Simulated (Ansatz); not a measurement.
# GaGeO4: one candidate of a structure search

Where does this trial cell of GaGeO4 go when cell and atoms are let free?

Program: Ansatz 0.2.0. Level of theory: DFT PBE, scalar-relativistic, plane waves, PAW. These are calculated values, not measurements.

**1. The structure to begin with**

The structure is hexagonal, space group P-6m2 (No. 187). The conventional cell has a = 4.859 Å, b = 4.859 Å, c = 3.832 Å, α = 90.00°, β = 90.00°, γ = 120.00°. Ga (site symmetry -6m2) is surrounded by 3 Ge at 2.81 Å and 15 O at 2.81 to 3.09 Å. Around Ge (site symmetry -6m2) lie 6 O at 2.38 Å. Around O (site symmetry -6m2) lie 6 O at 2.37 Å and 3 Ge at 2.81 Å and 3 Ga at 2.81 Å. O (site symmetry mm2) has 6 O at 2.37 to 2.45 Å and 2 Ge at 2.38 Å and 4 Ga at 3.09 Å in its first shell of neighbours.

Structure file:

```cif
data_structure
_symmetry_space_group_name_H-M 'P-6m2'
_symmetry_Int_Tables_number 187
_cell_length_a 4.8593
_cell_length_b 4.8593
_cell_length_c 3.8317
_cell_angle_alpha 90.000
_cell_angle_beta 90.000
_cell_angle_gamma 120.000
_cell_volume 78.36
loop_
_atom_site_label
_atom_site_type_symbol
_atom_site_symmetry_multiplicity
_atom_site_Wyckoff_symbol
_atom_site_fract_x
_atom_site_fract_y
_atom_site_fract_z
_atom_site_occupancy
Ga1 Ga 1 a 0.00000 0.00000 0.00000 1
Ge1 Ge 1 c 0.33333 0.66667 0.00000 1
O1 O 1 e 0.66667 0.33333 0.00000 1
O2 O 3 k 0.50161 0.00321 0.50000 1
```

A structure generator made this guess: species swapped into a database cell of PrMnNi4 (P-6m2, No. 187), with Ga on the Pr sites, Ge on the Mn sites and O on the Ni sites. Lengths come from tabulated atomic sizes and are only a guess.

**2. A first look at the guess**

The input, input.yaml:

```yaml
crystal:
  lattice:
    - [4.85933196, 0.0, 0.0]
    - [-2.42966598, 4.20830492, 0.0]
    - [0.0, 0.0, 3.83173872]
  atoms:
    - { symbol: Ga, position: [0.0, 0.0, 0.0] }
    - { symbol: Ge, position: [0.33333333, 0.66666667, 0.0] }
    - { symbol: O, position: [0.66666667, 0.33333333, 0.0] }
    - { symbol: O, position: [0.5016055, 0.003211, 0.5] }
    - { symbol: O, position: [0.996789, 0.4983945, 0.5] }
    - { symbol: O, position: [0.5016055, 0.4983945, 0.5] }
basis:
  ecutwfc: 420
kpoints:
  mp_grid: { grid: [6, 6, 4] }
hamiltonian:
  xc: pbe
scf:
  occupations: { method: gaussian, width: 0.1 }
  lower_state_search: "off"
output:
  forces: true
  stress: true
  eigenvalues: true
```

The run is started by

```bash
$ ansatz run input.yaml --threads 1 --pin off --max-ram 2560MiB --backend cpu --events-out ev --progress --plain --runs-dir out
```

Further runs follow: a loose first relaxation; relaxation on the finer mesh.

**Question.** What will these runs give? Wanted: conventional cell; volume; energy over the elements; gap on the mesh.

The runs gave:

```
                                                              quantity                                                                       value
                                symmetry at the end (tolerance 0.05 Å)                                                 space group P-6m2 (No. 187)
                                                     conventional cell  a = 5.560 Å, b = 5.560 Å, c = 2.717 Å, α = 90.00°, β = 90.00°, γ = 120.00°
                                                                volume                                                               12.12 Å³/atom
energy over the elements (uncorrected; H, N, O, F and Cl as molecules)                                                               +0.15 eV/atom
                                                       gap on the mesh                                                                none (metal)
```

The space group P-6m2 (No. 187) is kept, and the volume per atom shrinks by 7.2 % from the first guess. With a positive formation energy it can't be a ground state. No finished test with a distortion of lower symmetry is shown, so the end may be a saddle point. The final runs have no spin polarisation, so a magnetic state may lie lower.
